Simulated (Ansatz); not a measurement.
# C3H5FSi: up Jacob's ladder to CCSD(T)

How much do the methods differ for C3H5FSi? The plan is to run it at one geometry with functionals of several rungs and with coupled cluster, and see how far each lands from CCSD(T) at the basis-set limit for the atomisation energy.

Program: Ansatz 0.2.0, Gaussian basis. Level of theory: functionals in def2-TZVPP, the program's frozen cores in correlated methods. These are calculated values, not measurements.

Plan: LDA (SPW92), PBE-D4, revPBE-D4, BLYP-D4, r2SCAN-D4, B97M-V, PBE0-D4, B3LYP-D4, r2SCANh-D4, r2SCAN0-D4, HSE06-D4, BHLYP-D4, CAM-B3LYP-D4, LC-ωPBE, ωB97X-V, ωB97M-V, B2PLYP, PBE-QIDH; CCSD(T)/def2-SVP; CCSD(T)/def2-TZVPP; MP2/def2-QZVPP; extrapolation to the limit; RPA on PBE.

## Step 1: Structure used throughout

All runs share one geometry, relaxed beforehand with PBE0-D4 in a triple-zeta def2 set.

SMILES `FCC#C[SiH3]`, 10 atoms, charge 0, spin multiplicity 1.

Atoms are counted from 1 here; the program's logs count them from 0.

Bond lengths: F1–C2 1.380 Å, C2–C3 1.451 Å, C2–H6 1.095 Å, C2–H7 1.095 Å, C3–C4 1.208 Å, C4–Si5 1.822 Å, Si5–H8 1.483 Å, Si5–H9 1.483 Å, Si5–H10 1.484 Å. Angles: F1–C2–C3 111.4°, F1–C2–H6 108.1°, F1–C2–H7 108.1°, C3–C2–H6 110.2°, C3–C2–H7 110.2°, H6–C2–H7 108.7°, C2–C3–C4 179.0°, C3–C4–Si5 179.6°, C4–Si5–H8 109.5°, C4–Si5–H9 109.5°, C4–Si5–H10 108.8°, H8–Si5–H9 109.7°, H8–Si5–H10 109.6°, H9–Si5–H10 109.6°.

## Step 2: LDA

This LDA is Slater exchange with PW92 correlation.

The input, in.yaml:

```yaml
crystal:
  periodic: [false, false, false]
  atoms:
    - {symbol: F, position_ang: [-2.355020, -0.525420, -1.793813]}
    - {symbol: C, position_ang: [-1.073998, -0.034978, -1.942306]}
    - {symbol: C, position_ang: [-0.364904, -0.013765, -0.676952]}
    - {symbol: C, position_ang: [0.241987, 0.011624, 0.367227]}
    - {symbol: Si, position_ang: [1.146233, 0.044030, 1.948547]}
    - {symbol: H, position_ang: [-1.142756, 0.976838, -2.354590]}
    - {symbol: H, position_ang: [-0.547239, -0.671298, -2.660705]}
    - {symbol: H, position_ang: [0.462085, 0.960640, 2.892736]}
    - {symbol: H, position_ang: [1.188776, -1.323013, 2.522155]}
    - {symbol: H, position_ang: [2.527936, 0.524240, 1.700598]}
basis:
  gaussian: {orbitals: def2-TZVPP}
hamiltonian: {xc: lda}
output: {orbitals: {seedname: orbitals}}
```

On the command line:

```console
ansatz run in.yaml --threads 4 --pin off --events-out ev --progress --plain --max-ram 10444MiB
```

After this run come: PBE-D4 (GGA); revPBE-D4 (GGA); BLYP-D4 (GGA); r2SCAN-D4 (meta-GGA); B97M-V (meta-GGA); B3LYP-D4 (hybrid); r2SCANh-D4 (hybrid); r2SCAN0-D4 (hybrid); HSE06-D4 (hybrid); BHLYP-D4 (hybrid); CAM-B3LYP-D4 (range-separated); LC-ωPBE (range-separated); ωB97X-V (range-separated); ωB97M-V (range-separated); B2PLYP (double hybrid); PBE-QIDH (double hybrid); CCSD(T) in def2-SVP; CCSD(T) in def2-TZVPP; MP2 in def2-QZVPP; RPA on PBE orbitals.

**Question.** What will the summary of the whole plan be? Wanted: atomisation energy, CCSD(T)/CBS; farthest beyond LDA; mean size of error, GGA; mean size of error, meta-GGA; mean size of error, hybrid; mean size of error, range-separated; mean size of error, double hybrid; gap, smallest and largest; T1 diagnostic.

**Answer**, as computed:

```
                               quantity                                                                                                                              value
        atomisation energy, CCSD(T)/CBS                                                                                                                      3870.4 kJ/mol
 functionals within 19.4 kJ/mol (0.5 %)  revPBE-D4, BLYP-D4, r2SCAN-D4, B97M-V, PBE0-D4, B3LYP-D4, r2SCANh-D4, HSE06-D4, CAM-B3LYP-D4, LC-ωPBE, ωB97X-V, ωB97M-V, PBE-QIDH
                    farthest beyond LDA                                                                                                           BHLYP-D4 (-117.4 kJ/mol)
                mean size of error, GGA                                                                                                                        35.7 kJ/mol
           mean size of error, meta-GGA                                                                                                                        10.8 kJ/mol
             mean size of error, hybrid                                                                                                                        37.0 kJ/mol
    mean size of error, range-separated                                                                                                                        11.7 kJ/mol
      mean size of error, double hybrid                                                                                                                        20.9 kJ/mol
              gap, smallest and largest                                                                                          5.18 eV (LDA (SPW92)), 12.49 eV (LC-ωPBE)
                          T1 diagnostic                                                                                                                             0.0122
triples share of the correlation energy                                                                                                                              4.0 %
```

**Reading.** LDA overbinds by 566.6 kJ/mol (15 %). PBE-D4 misses by +92.2 kJ/mol. Double hybrids carry the basis error of their MP2 part in triple zeta, and no dispersion term here, so their miss is partly the set-up's. The rungs meta-GGA, range-separated miss on average by less than the doubt on the reference (19.4 kJ/mol), so they tie. The reference freezes the cores and leaves out relativity and excitations past (T), so misses under about 19.4 kJ/mol can't be ranked. Hartree-Fock recovers 74 % of the binding; the rest is correlation. CCSD(T) in def2-SVP is off by -190.2 kJ/mol, so the small basis spoils what the method gains. The gap grows from 5.2 to 12.5 eV across the functionals, mostly with the share of exact exchange.
